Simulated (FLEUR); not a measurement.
# NbTe (P-6m2) in FLEUR: a series of runs

The runs below take NbTe through band structure, equation of state, with SCAN.

All numbers are computed with FLEUR MaX-R8.1 (later development tree); they aren't measurements. Logs are shortened: lines on timing, memory, paths and dates and some standing lists are left out, and cuts for length are marked.

### Step 1. The structure

Symmetry: P-6m2, No. 187, hexagonal system. Conventional cell: a = 3.703 Å, b = 3.703 Å, c = 3.694 Å, α = 90.00°, β = 90.00°, γ = 120.00°. Te (site symmetry -6m2) has 6 Nb at 2.83 Å as nearest neighbours. Nb (site symmetry -6m2) has 6 Te at 2.83 Å as nearest neighbours.

The cell comes from a database or a generator and needn't be the stable form of this composition.

### Step 2. Band structure, SCAN

inp.xml reads:

```xml
<?xml version="1.0" encoding="UTF-8" standalone="no"?>
<fleurInput fleurInputVersion="0.39">
   <comment>
      NbTe                                                                                                
   </comment>
   <calculationSetup>
      <cutoffs Kmax="4.19" Gmax="13.0" GmaxXC="13.0" numbands="0"/>
      <scfLoop itmax="80" minDistance="0.0001" maxIterBroyd="30" imix="Anderson" alpha="0.05" precondParam="0.0" spinf="2.0" sdNocoIR="T"/>
      <coreElectrons ctail="F" frcor="F" kcrel="0" coretail_lmax="0"/>
      <xcFunctional name="LibXC" relativisticCorrections="F">
         <LibXCName exchange="mgga_x_scan" correlation="mgga_c_scan"/>
         <AuxGGA exchange="117" correlation="130"/>
      </xcFunctional>
      <magnetism jspins="1"/>
      <soc l_soc="F" theta="0.0" phi="0.0" spav="F"/>
      <expertModes spex="0" secvar="F"/>
      <geometryOptimization l_f="F" forcealpha="1.0" forcemix="BFGS" epsdisp="0.00001" epsforce="0.00001"/>
      <ldaU l_linMix="F" mixParam="0.05" spinf="1.0"/>
   </calculationSetup>
   <cell>
      <bzIntegration valenceElectrons="35.0" mode="hist" fermiSmearingEnergy="0.00183747">
         <kPointListSelection listName="default-1"/>
         <!-- k-points included here -->
         <xi:include xmlns:xi="http://www.w3.org/2001/XInclude" href="kpts.xml"> </xi:include>
[... 37 lines left out ...]
            <stateOccupation state="(4d5/2)" spinUp="1.200000" spinDown="1.200000"/>
         </electronConfig>
         <energyParameters s="5" p="5" d="4" f="4"/>
         <lo type="SCLO" l="0" n="4" eDeriv="0"/>
         <lo type="SCLO" l="1" n="4" eDeriv="0"/>
         <lo type="SCLO" l="1" n="4" eDeriv="1"/>
         <lo type="SCLO" l="2" n="4" eDeriv="2"/>
         <lo type="SCLO" l="3" n="4" eDeriv="2"/>
      </species>
   </atomSpecies>
   <atomGroups>
      <atomGroup species="Tellurium (Te)">
         <relPos label="                   1">-1.000/3.000 1.000/3.000 .0000000000</relPos>
         <force calculate="T" relaxXYZ="TTT"/>
      </atomGroup>
      <atomGroup species="Niobium (Nb)">
         <relPos label="                   2">.0000000000 .0000000000 1.000/2.000</relPos>
         <force calculate="T" relaxXYZ="TTT"/>
      </atomGroup>
   </atomGroups>
   <output dos="F" band="F" slice="F">
      <checks vchk="F" cdinf="F"/>
      <bandDOS minEnergy="-.5*Htr" maxEnergy="0.5*Htr" sigma="0.015" storeEVData="T"/>
      <vacuumDOS vacdos="F" integ="F" star="F" nstars="0" locx1="0.0" locy1="0.0" locx2="0.0" locy2="0.0" nstm="0" tworkf="0.0"/>
      <unfoldingBand unfoldBand="F" supercellX="1" supercellY="1" supercellZ="1"/>
      <plotting iplot="0" polar="F">
         <plot TwoD="T" vec1="  1.0  0.0  0.0" vec2="  0.0  1.0  0.0" vec3="  0.0  0.0  1.0" zero="  0.0  0.0  0.0" file="plot"/>
      </plotting>
      <chargeDensitySlicing numkpt="0" minEigenval="0.0" maxEigenval="0.0" nnne="0" pallst="F"/>
      <specialOutput eonly="F"/>
      <moessbauerParams electricFieldGradient="T" isomerShift="T" coreHyperfine="T" valenceHyperfine="T"/>
      <magneticCircularDichroism mcd="F" energyLo="-10.0" energyUp="0.0"/>
   </output>
  <!-- We include the file relax.xml here to enable relaxations (see documentation) -->
  <xi:include xmlns:xi="http://www.w3.org/2001/XInclude" href="relax.xml"> <xi:fallback/> </xi:include>
</fleurInput>
```

crystal.txt reads:

```
NbTe
&input cartesian=F /
3.7029743866  0.0000000000  0.0000000000
-1.8514871933  3.2068698884  0.0000000000
0.0000000000  0.0000000000  3.6942110000
1.8897261246
1.0 1.0 1.0

2
52 0.6666666667  0.3333333333  0.0000000000
41 0.0000000000  0.0000000000  0.5000000000

&kpt div1=8 div2=8 div3=7 gamma=T /
```

inp.xml (bands) reads:

```
<?xml version="1.0" encoding="UTF-8" standalone="no"?>
<fleurInput fleurInputVersion="0.39">
   <comment>
      NbTe                                                                                                
   </comment>
   <calculationSetup>
      <cutoffs Kmax="4.19" Gmax="13.0" GmaxXC="13.0" numbands="0"/>
      <scfLoop itmax="80" minDistance="0.0001" maxIterBroyd="30" imix="Anderson" alpha="0.05" precondParam="0.0" spinf="2.0" sdNocoIR="T"/>
      <coreElectrons ctail="F" frcor="F" kcrel="0" coretail_lmax="0"/>
      <xcFunctional name="LibXC" relativisticCorrections="F">
         <LibXCName exchange="mgga_x_scan" correlation="mgga_c_scan"/>
         <AuxGGA exchange="117" correlation="130"/>
      </xcFunctional>
      <magnetism jspins="1"/>
      <soc l_soc="F" theta="0.0" phi="0.0" spav="F"/>
      <expertModes spex="0" secvar="F"/>
      <geometryOptimization l_f="F" forcealpha="1.0" forcemix="BFGS" epsdisp="0.00001" epsforce="0.00001"/>
      <ldaU l_linMix="F" mixParam="0.05" spinf="1.0"/>
   </calculationSetup>
   <cell>
      <bzIntegration valenceElectrons="35.0" mode="hist" fermiSmearingEnergy="0.00183747">
         <kPointListSelection listName="path-1"/>
         <!-- k-points included here -->
         <xi:include xmlns:xi="http://www.w3.org/2001/XInclude" href="kpts.xml"> </xi:include>
      </bzIntegration>
[... 37 lines left out ...]
         </electronConfig>
         <energyParameters s="5" p="5" d="4" f="4"/>
         <lo type="SCLO" l="0" n="4" eDeriv="0"/>
         <lo type="SCLO" l="1" n="4" eDeriv="0"/>
         <lo type="SCLO" l="1" n="4" eDeriv="1"/>
         <lo type="SCLO" l="2" n="4" eDeriv="2"/>
         <lo type="SCLO" l="3" n="4" eDeriv="2"/>
      </species>
   </atomSpecies>
   <atomGroups>
      <atomGroup species="Tellurium (Te)">
         <relPos label="                   1">-1.000/3.000 1.000/3.000 .0000000000</relPos>
         <force calculate="T" relaxXYZ="TTT"/>
      </atomGroup>
      <atomGroup species="Niobium (Nb)">
         <relPos label="                   2">.0000000000 .0000000000 1.000/2.000</relPos>
         <force calculate="T" relaxXYZ="TTT"/>
      </atomGroup>
   </atomGroups>
   <output dos="F" band="T" slice="F">
      <checks vchk="F" cdinf="F"/>
      <bandDOS minEnergy="-.5*Htr" maxEnergy="0.5*Htr" sigma="0.015" storeEVData="T"/>
      <vacuumDOS vacdos="F" integ="F" star="F" nstars="0" locx1="0.0" locy1="0.0" locx2="0.0" locy2="0.0" nstm="0" tworkf="0.0"/>
      <unfoldingBand unfoldBand="F" supercellX="1" supercellY="1" supercellZ="1"/>
      <plotting iplot="0" polar="F">
         <plot TwoD="T" vec1="  1.0  0.0  0.0" vec2="  0.0  1.0  0.0" vec3="  0.0  0.0  1.0" zero="  0.0  0.0  0.0" file="plot"/>
      </plotting>
      <chargeDensitySlicing numkpt="0" minEigenval="0.0" maxEigenval="0.0" nnne="0" pallst="F"/>
      <specialOutput eonly="F"/>
      <moessbauerParams electricFieldGradient="T" isomerShift="T" coreHyperfine="T" valenceHyperfine="T"/>
      <magneticCircularDichroism mcd="F" energyLo="-10.0" energyUp="0.0"/>
   </output>
  <!-- We include the file relax.xml here to enable relaxations (see documentation) -->
  <xi:include xmlns:xi="http://www.w3.org/2001/XInclude" href="relax.xml"> <xi:fallback/> </xi:include>
</fleurInput>
```

Potentials or basis: all-electron, FLAPW.

Launch:

```bash
$ inpgen -f crystal.txt -profile fastHighL
$ # inp.xml edited to the form shown
$ fleur_MPI
$ fleur_MPI   # second run, on inp.xml (bands)
```

Output:

```text
Welcome to FLEUR        (www.flapw.de)
      MaX-Release 8.1          (www.max-centre.eu)
 func_ids         267         263         267         263
 MetaGGA potential functional detected - V_tau will be computed
 Auxiliary Potential for radial basis: exchange=         117  correlation=         130
The functional 'SCAN exchange of Sun, Ruzsinszky, and Perdew' is an exchange functional, it belongs to the 'MGGA' family and is defined in the reference(s):
[1] J. Sun, A. Ruzsinszky, and J. P. Perdew.,  Phys. Rev. Lett. 115, 036402 (2015)
The functional 'SCAN correlation of Sun, Ruzsinszky, and Perdew' is a correlation functional, it belongs to the 'MGGA' family and is defined in the reference(s):
[1] J. Sun, A. Ruzsinszky, and J. P. Perdew.,  Phys. Rev. Lett. 115, 036402 (2015)
 Using same functional for VXC and EXC

 ========== k-point set info ==========
 Selected k-point list: default-1
 k-point list type: mesh
 8 x 8 x 7
 Number of k points: 40

 ------------Calculation Setup---------------------------
 Number of MPI-tasks      :            1
 Number of PE/node        :            1
 Number of OMP-threads    :            1
 Most efficient MPI parallelization for:
           1           2           4           5           8          10          20          40
 Additional eigenvalue parallelization possible
 Number of basis functions:          477
 Approximate size of matrices (H+S) per k-point:         0.007 GB
 --------------------------------------------------------
The functional 'Hammer, Hansen, and Norskov' is an exchange functional, it belongs to the 'GGA' family and is defined in the reference(s):
[1] B. Hammer, L. B. Hansen, and J. K. Nørskov.,  Phys. Rev. B 59, 7413 (1999)
The functional 'Perdew, Burke & Ernzerhof' is a correlation functional, it belongs to the 'GGA' family and is defined in the reference(s):
[1] J. P. Perdew, K. Burke, and M. Ernzerhof.,  Phys. Rev. Lett. 77, 3865 (1996)
[2] J. P. Perdew, K. Burke, and M. Ernzerhof.,  Phys. Rev. Lett. 78, 1396 (1997)
 Using same functional for VXC and EXC
 Using auxiliary GGA potential for the first iteration of MetaGGA calculation.
 Reset of history
 Reset of history
 Iteration:     1   Distance:      27.25383304 me/bohr^3
The functional 'Hammer, Hansen, and Norskov' is an exchange functional, it belongs to the 'GGA' family and is defined in the reference(s):
[1] B. Hammer, L. B. Hansen, and J. K. Nørskov.,  Phys. Rev. B 59, 7413 (1999)
The functional 'Perdew, Burke & Ernzerhof' is a correlation functional, it belongs to the 'GGA' family and is defined in the reference(s):
[1] J. P. Perdew, K. Burke, and M. Ernzerhof.,  Phys. Rev. Lett. 77, 3865 (1996)
[2] J. P. Perdew, K. Burke, and M. Ernzerhof.,  Phys. Rev. Lett. 78, 1396 (1997)
 Using same functional for VXC and EXC
 Iteration:     2   Distance:      25.82638830 me/bohr^3
The functional 'Hammer, Hansen, and Norskov' is an exchange functional, it belongs to the 'GGA' family and is defined in the reference(s):
[1] B. Hammer, L. B. Hansen, and J. K. Nørskov.,  Phys. Rev. B 59, 7413 (1999)
The functional 'Perdew, Burke & Ernzerhof' is a correlation functional, it belongs to the 'GGA' family and is defined in the reference(s):
[1] J. P. Perdew, K. Burke, and M. Ernzerhof.,  Phys. Rev. Lett. 77, 3865 (1996)
[2] J. P. Perdew, K. Burke, and M. Ernzerhof.,  Phys. Rev. Lett. 78, 1396 (1997)
 Using same functional for VXC and EXC
 Iteration:     3   Distance:      24.44090501 me/bohr^3
The functional 'Hammer, Hansen, and Norskov' is an exchange functional, it belongs to the 'GGA' family and is defined in the reference(s):
[1] B. Hammer, L. B. Hansen, and J. K. Nørskov.,  Phys. Rev. B 59, 7413 (1999)
The functional 'Perdew, Burke & Ernzerhof' is a correlation functional, it belongs to the 'GGA' family and is defined in the reference(s):
[1] J. P. Perdew, K. Burke, and M. Ernzerhof.,  Phys. Rev. Lett. 77, 3865 (1996)
[2] J. P. Perdew, K. Burke, and M. Ernzerhof.,  Phys. Rev. Lett. 78, 1396 (1997)
 Using same functional for VXC and EXC
 Iteration:     4   Distance:       8.37644338 me/bohr^3
The functional 'Hammer, Hansen, and Norskov' is an exchange functional, it belongs to the 'GGA' family and is defined in the reference(s):
[1] B. Hammer, L. B. Hansen, and J. K. Nørskov.,  Phys. Rev. B 59, 7413 (1999)
The functional 'Perdew, Burke & Ernzerhof' is a correlation functional, it belongs to the 'GGA' family and is defined in the reference(s):
[1] J. P. Perdew, K. Burke, and M. Ernzerhof.,  Phys. Rev. Lett. 77, 3865 (1996)
[2] J. P. Perdew, K. Burke, and M. Ernzerhof.,  Phys. Rev. Lett. 78, 1396 (1997)
 Using same functional for VXC and EXC
 Iteration:     5   Distance:       4.47207217 me/bohr^3
The functional 'Hammer, Hansen, and Norskov' is an exchange functional, it belongs to the 'GGA' family and is defined in the reference(s):
[1] B. Hammer, L. B. Hansen, and J. K. Nørskov.,  Phys. Rev. B 59, 7413 (1999)
The functional 'Perdew, Burke & Ernzerhof' is a correlation functional, it belongs to the 'GGA' family and is defined in the reference(s):
[1] J. P. Perdew, K. Burke, and M. Ernzerhof.,  Phys. Rev. Lett. 77, 3865 (1996)
[2] J. P. Perdew, K. Burke, and M. Ernzerhof.,  Phys. Rev. Lett. 78, 1396 (1997)
 Using same functional for VXC and EXC
 Iteration:     6   Distance:       1.79781441 me/bohr^3
The functional 'Hammer, Hansen, and Norskov' is an exchange functional, it belongs to the 'GGA' family and is defined in the reference(s):
[1] B. Hammer, L. B. Hansen, and J. K. Nørskov.,  Phys. Rev. B 59, 7413 (1999)
The functional 'Perdew, Burke & Ernzerhof' is a correlation functional, it belongs to the 'GGA' family and is defined in the reference(s):
[1] J. P. Perdew, K. Burke, and M. Ernzerhof.,  Phys. Rev. Lett. 77, 3865 (1996)
[2] J. P. Perdew, K. Burke, and M. Ernzerhof.,  Phys. Rev. Lett. 78, 1396 (1997)
 Using same functional for VXC and EXC
[... 47 lines left out ...]
[2] J. P. Perdew, K. Burke, and M. Ernzerhof.,  Phys. Rev. Lett. 78, 1396 (1997)
 Using same functional for VXC and EXC
 Iteration:    14   Distance:       0.00131861 me/bohr^3
The functional 'Hammer, Hansen, and Norskov' is an exchange functional, it belongs to the 'GGA' family and is defined in the reference(s):
[1] B. Hammer, L. B. Hansen, and J. K. Nørskov.,  Phys. Rev. B 59, 7413 (1999)
The functional 'Perdew, Burke & Ernzerhof' is a correlation functional, it belongs to the 'GGA' family and is defined in the reference(s):
[1] J. P. Perdew, K. Burke, and M. Ernzerhof.,  Phys. Rev. Lett. 77, 3865 (1996)
[2] J. P. Perdew, K. Burke, and M. Ernzerhof.,  Phys. Rev. Lett. 78, 1396 (1997)
 Using same functional for VXC and EXC
 Iteration:    15   Distance:       0.00079763 me/bohr^3
The functional 'Hammer, Hansen, and Norskov' is an exchange functional, it belongs to the 'GGA' family and is defined in the reference(s):
[1] B. Hammer, L. B. Hansen, and J. K. Nørskov.,  Phys. Rev. B 59, 7413 (1999)
The functional 'Perdew, Burke & Ernzerhof' is a correlation functional, it belongs to the 'GGA' family and is defined in the reference(s):
[1] J. P. Perdew, K. Burke, and M. Ernzerhof.,  Phys. Rev. Lett. 77, 3865 (1996)
[2] J. P. Perdew, K. Burke, and M. Ernzerhof.,  Phys. Rev. Lett. 78, 1396 (1997)
 Using same functional for VXC and EXC
 Iteration:    16   Distance:       0.00026788 me/bohr^3
The functional 'Hammer, Hansen, and Norskov' is an exchange functional, it belongs to the 'GGA' family and is defined in the reference(s):
[1] B. Hammer, L. B. Hansen, and J. K. Nørskov.,  Phys. Rev. B 59, 7413 (1999)
The functional 'Perdew, Burke & Ernzerhof' is a correlation functional, it belongs to the 'GGA' family and is defined in the reference(s):
[1] J. P. Perdew, K. Burke, and M. Ernzerhof.,  Phys. Rev. Lett. 77, 3865 (1996)
[2] J. P. Perdew, K. Burke, and M. Ernzerhof.,  Phys. Rev. Lett. 78, 1396 (1997)
 Using same functional for VXC and EXC
 Iteration:    17   Distance:       0.00029387 me/bohr^3
The functional 'Hammer, Hansen, and Norskov' is an exchange functional, it belongs to the 'GGA' family and is defined in the reference(s):
[1] B. Hammer, L. B. Hansen, and J. K. Nørskov.,  Phys. Rev. B 59, 7413 (1999)
The functional 'Perdew, Burke & Ernzerhof' is a correlation functional, it belongs to the 'GGA' family and is defined in the reference(s):
[1] J. P. Perdew, K. Burke, and M. Ernzerhof.,  Phys. Rev. Lett. 77, 3865 (1996)
[2] J. P. Perdew, K. Burke, and M. Ernzerhof.,  Phys. Rev. Lett. 78, 1396 (1997)
 Using same functional for VXC and EXC
 Iteration:    18   Distance:       0.00007024 me/bohr^3

 ********************************************************************
 Run finished successfully
 Stop message:
   all done
 ********************************************************************
```

It took 2.2 min on 1 thread of Arm Neoverse V1, shared host; peak memory 0.11 GiB.

Results:

```yaml
Free_energy: -288939.6206 eV
Band_gap_along_the_path: none (metal or under the smearing width)
Valence_electrons_inside_the_program's_atomic_spheres: Te 19.26; Nb 11.20 (radii Te 2.34, Nb 2.6 bohr)
```

Levels at the corners of the path, in eV from the Fermi level:
```
point  band 13  band 14  band 15  band 16  band 17  band 18  band 19  band 20  band 21  band 22
    Γ   -14.82    -3.31    -3.31    -3.15    -2.43     0.09     0.09     2.53     2.53     2.84
    M   -13.07    -7.53    -4.00    -2.78    -2.75    -0.25     1.32     1.63     3.14     3.83
    K   -12.82    -6.81    -5.71    -3.93    -1.02    -0.16     0.27     0.42     4.80     6.64
    Γ   -14.82    -3.31    -3.31    -3.15    -2.43     0.09     0.09     2.53     2.53     2.84
    A   -13.41    -7.90    -2.77    -2.77    -1.03    -1.03     0.80     1.70     1.70     5.40
    L   -12.69    -6.23    -6.16    -4.46    -1.57     1.24     1.44     1.81     2.97     4.60
    H   -12.55    -6.52    -6.01    -4.74    -1.27     1.28     1.69     2.26     2.95     3.43
    A   -13.41    -7.90    -2.77    -2.77    -1.03    -1.03     0.80     1.70     1.70     5.40
    L   -12.69    -6.23    -6.16    -4.46    -1.57     1.24     1.44     1.81     2.97     4.60
    M   -13.07    -7.53    -4.00    -2.78    -2.75    -0.25     1.32     1.63     3.14     3.83
    K   -12.82    -6.81    -5.71    -3.93    -1.02    -0.16     0.27     0.42     4.80     6.64
    H   -12.55    -6.52    -6.01    -4.74    -1.27     1.28     1.69     2.26     2.95     3.43
```

Core levels (eV from the Fermi level):
```
atom                                                                                                                                           levels
1 Te  1s1/2 -31605.9, 2s1/2 -4842.6, 2p1/2 -4536.3, 2p3/2 -4261.8, 3s1/2 -961.1, 3p1/2 -835.3, 3p3/2 -784.1, 4s1/2 -160.9, 3d3/2 -562.5, 3d5/2 -551.8
2 Nb                1s1/2 -18798.8, 2s1/2 -2626.9, 2p1/2 -2410.1, 2p3/2 -2314.4, 3s1/2 -436.3, 3p1/2 -354.7, 3p3/2 -339.2, 3d3/2 -195.4, 3d5/2 -192.5
```

Caveat: the meta-GGA is that of a development version, with a GGA for the radial functions and cores and without core tails; spin-orbit coupling is left out, which moves the levels of the heavy elements.

### Step 3. Equation of state, SCAN, 20.62 Å³/atom (volume scaled by 0.94)

Changes to inp.xml since step 2:

```diff
@@ -6,3 +6,3 @@
    <calculationSetup>
-      <cutoffs Kmax="4.19" Gmax="13.0" GmaxXC="13.0" numbands="0"/>
+      <cutoffs Kmax="4.32" Gmax="13.4" GmaxXC="13.4" numbands="0"/>
       <scfLoop itmax="80" minDistance="0.0001" maxIterBroyd="30" imix="Anderson" alpha="0.05" precondParam="0.0" spinf="2.0" sdNocoIR="T"/>
@@ -27,3 +27,3 @@
       <xi:include xmlns:xi="http://www.w3.org/2001/XInclude" href="sym.xml"> </xi:include>
-      <bulkLattice scale="1.0">
+      <bulkLattice scale="0.9795861087">
          <bravaisMatrix>
@@ -37,3 +37,3 @@
       <species name="Tellurium (Te)" element="Te" atomicNumber="52">
-         <mtSphere radius="2.34" gridPoints="773" logIncrement="0.017"/>
+         <mtSphere radius="2.27" gridPoints="773" logIncrement="0.017"/>
          <atomicCutoffs lmax="9" lnonsphr="9"/>
@@ -54,3 +54,3 @@
       <species name="Niobium (Nb)" element="Nb" atomicNumber="41">
-         <mtSphere radius="2.6" gridPoints="859" logIncrement="0.015"/>
+         <mtSphere radius="2.52" gridPoints="859" logIncrement="0.015"/>
          <atomicCutoffs lmax="10" lnonsphr="10"/>
```

Potentials or basis: all-electron, FLAPW.

Launch:

```bash
$ inpgen -f crystal.txt -profile fastHighL
$ # inp.xml edited to the form shown
$ fleur_MPI
```

It took 2 min on 1 thread of Arm Neoverse V1, shared host; peak memory 0.11 GiB.

It converged, with:

| Quantity | Value |
| --- | --- |
| Free energy | -288939.6297 eV |
| Band gap on the k mesh | none (metal or under the smearing width) |
| Valence electrons inside the program's atomic spheres | Te 19.05; Nb 11.08 (radii Te 2.27, Nb 2.52 bohr) |

Caveat: the meta-GGA is that of a development version, with a GGA for the radial functions and cores and without core tails.

### Step 4. Equation of state, SCAN, 21.06 Å³/atom (volume scaled by 0.96)

Changes to inp.xml since step 3:

```diff
@@ -27,3 +27,3 @@
       <xi:include xmlns:xi="http://www.w3.org/2001/XInclude" href="sym.xml"> </xi:include>
-      <bulkLattice scale="0.9795861087">
+      <bulkLattice scale="0.9864848297">
          <bravaisMatrix>
```

Launch:

```bash
$ inpgen -f crystal.txt -profile fastHighL
$ # inp.xml edited to the form shown
$ fleur_MPI
```

Run time: 2.2 min. Hardware: 1 thread of Arm Neoverse V1, shared host; peak memory 0.11 GiB.

It converged, with:

* Free energy: -288939.6424 eV
* Band gap on the k mesh: none (metal or under the smearing width)
* Valence electrons inside the program's atomic spheres: Te 19.03; Nb 11.05 (radii Te 2.27, Nb 2.52 bohr)

Caveat: the meta-GGA is that of a development version, with a GGA for the radial functions and cores and without core tails.

(Part 1 of 2 ends here.)
